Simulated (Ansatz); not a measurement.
**C6H11HfNO: a ladder of functionals and wavefunction methods**

One table from this session's results is given with a row withheld; the runs are named, their logs left out.

Computed with Ansatz 0.2.0, Gaussian basis. Level: functionals in def2-TZVPP, the program's frozen cores in correlated methods.

Plan: LDA (SPW92), PBE-D4, revPBE-D4, BLYP-D4, r2SCAN-D4, B97M-V, PBE0-D4, B3LYP-D4, r2SCANh-D4, r2SCAN0-D4, HSE06-D4, BHLYP-D4, CAM-B3LYP-D4, LC-ωPBE, ωB97X-V, ωB97M-V, B2PLYP, PBE-QIDH; CCSD(T)/def2-SVP; CCSD(T)/def2-TZVPP; MP2/def2-QZVPP; extrapolation to the limit; RPA on PBE.

**Structure used throughout**

All runs share one geometry, relaxed beforehand with PBE0-D4 in a triple-zeta def2 set. Hf takes the def2 core potential; no spin-orbit term is included.

SMILES `[CH3][Hf]1234([NH2])([OH])[C@H]5[C@@H]1[C@@H]2[C@@H]3[C@H]54`, 20 atoms, charge 0, spin multiplicity 1.

Atoms are counted from 1 here; the program's logs count them from 0.

Bond lengths: C1–Hf2 2.249 Å, C1–H10 1.097 Å, C1–H11 1.095 Å, C1–H12 1.096 Å, Hf2–N3 2.041 Å, Hf2–O4 1.927 Å, Hf2–C5 2.519 Å, Hf2–C6 2.515 Å, Hf2–C7 2.542 Å, Hf2–C8 2.560 Å, Hf2–C9 2.545 Å, N3–H13 1.012 Å, N3–H14 1.008 Å, O4–H15 0.951 Å, C5–C6 1.413 Å, C5–C9 1.411 Å, C5–H16 1.081 Å, C6–C7 1.412 Å and more. Angles: Hf2–C1–H10 108.4°, Hf2–C1–H11 113.7°, Hf2–C1–H12 112.7°, H10–C1–H11 107.1°, H10–C1–H12 107.1°, H11–C1–H12 107.5°, C1–Hf2–N3 103.4°, C1–Hf2–O4 101.3°, C1–Hf2–C5 98.9°, C1–Hf2–C6 131.0°, C1–Hf2–C7 130.0°, C1–Hf2–C8 98.2°, C1–Hf2–C9 80.8°, N3–Hf2–O4 106.2°, N3–Hf2–C5 139.4°, N3–Hf2–C6 114.0°, N3–Hf2–C7 86.3°, N3–Hf2–C8 89.8° and more.

Set-up of the first run:

in.yaml

```yaml
crystal:
  periodic: [false, false, false]
  atoms:
    - {symbol: C, position_ang: [1.777193, 0.392014, -1.501565]}
    - {symbol: Hf, position_ang: [-0.151366, -0.365133, -0.627208]}
    - {symbol: N, position_ang: [0.221661, -2.346153, -0.305716]}
    - {symbol: O, position_ang: [-1.320829, -0.279141, -2.156824]}
    - {symbol: C, position_ang: [-0.823845, 1.688702, 0.667913]}
    - {symbol: C, position_ang: [-1.722146, 0.665990, 1.045219]}
    - {symbol: C, position_ang: [-0.995722, -0.303856, 1.769793]}
    - {symbol: C, position_ang: [0.348168, 0.118250, 1.836876]}
    - {symbol: C, position_ang: [0.456237, 1.347967, 1.154355]}
    - {symbol: H, position_ang: [1.987174, -0.173709, -2.418013]}
    - {symbol: H, position_ang: [2.640018, 0.265911, -0.839775]}
    - {symbol: H, position_ang: [1.728437, 1.451110, -1.780930]}
    - {symbol: H, position_ang: [0.165359, -3.024080, -1.054491]}
    - {symbol: H, position_ang: [0.456288, -2.830208, 0.546773]}
    - {symbol: H, position_ang: [-2.040837, -0.091745, -2.749117]}
    - {symbol: H, position_ang: [-1.070231, 2.568474, 0.090370]}
    - {symbol: H, position_ang: [-2.776865, 0.628010, 0.814113]}
    - {symbol: H, position_ang: [-1.398066, -1.217451, 2.181290]}
    - {symbol: H, position_ang: [1.159625, -0.416788, 2.308835]}
    - {symbol: H, position_ang: [1.359727, 1.921826, 1.018111]}
basis:
  gaussian: {orbitals: def2-TZVPP}
hamiltonian: {xc: lda}
output: {orbitals: {seedname: orbitals}}
```

Run with:

```
ansatz run in.yaml --threads 4 --pin off --events-out ev --progress --plain --max-ram 66560MiB --backend cuda --devices 0, --max-vram 37GiB
```

Among the steps run: LDA; PBE-D4 (GGA); revPBE-D4 (GGA); BLYP-D4 (GGA); r2SCAN-D4 (meta-GGA); B97M-V (meta-GGA); B3LYP-D4 (hybrid); r2SCANh-D4 (hybrid); r2SCAN0-D4 (hybrid); HSE06-D4 (hybrid); BHLYP-D4 (hybrid); CAM-B3LYP-D4 (range-separated); LC-ωPBE (range-separated); ωB97X-V (range-separated); ωB97M-V (range-separated); B2PLYP (double hybrid); PBE-QIDH (double hybrid).

One of the session's tables, all rows but one given; the rest of the session is left out.

It belongs to the step «Orbital energies across the functionals». 

| functional | HOMO (eV) | gap (eV) |
| --- | --- | --- |
| LDA (SPW92) | -5.69 | 4.58 |
| PBE-D4 | -5.52 | 4.66 |
| revPBE-D4 | -5.45 | 4.70 |
| BLYP-D4 | -5.39 | 4.66 |
| r2SCAN-D4 | -5.78 | 5.13 |
| B97M-V | -5.83 | 5.19 |
| PBE0-D4 | -6.80 | 6.84 |
| B3LYP-D4 | ? | ? |
| r2SCANh-D4 | -6.26 | 5.93 |
| r2SCAN0-D4 | -6.98 | 7.14 |
| HSE06-D4 | -6.40 | 6.06 |
| BHLYP-D4 | -7.95 | 8.67 |
| CAM-B3LYP-D4 | -8.20 | 9.04 |
| LC-ωPBE | -9.59 | 11.49 |
| ωB97X-V | -9.23 | 10.97 |
| ωB97M-V | -9.12 | 10.31 |

Estimate the missing values for B3LYP-D4.

Worked estimate for «HOMO (eV)». Against the share of exact exchange, BLYP-D4 (0, -5.39), BHLYP-D4 (0.5, -7.95) give a slope of -5.12 per unit share; at 0.2 the line stands at -6.41.

As computed: HOMO (eV): -6.57; gap (eV): 6.40. In «HOMO (eV)» the line misses by +0.16.
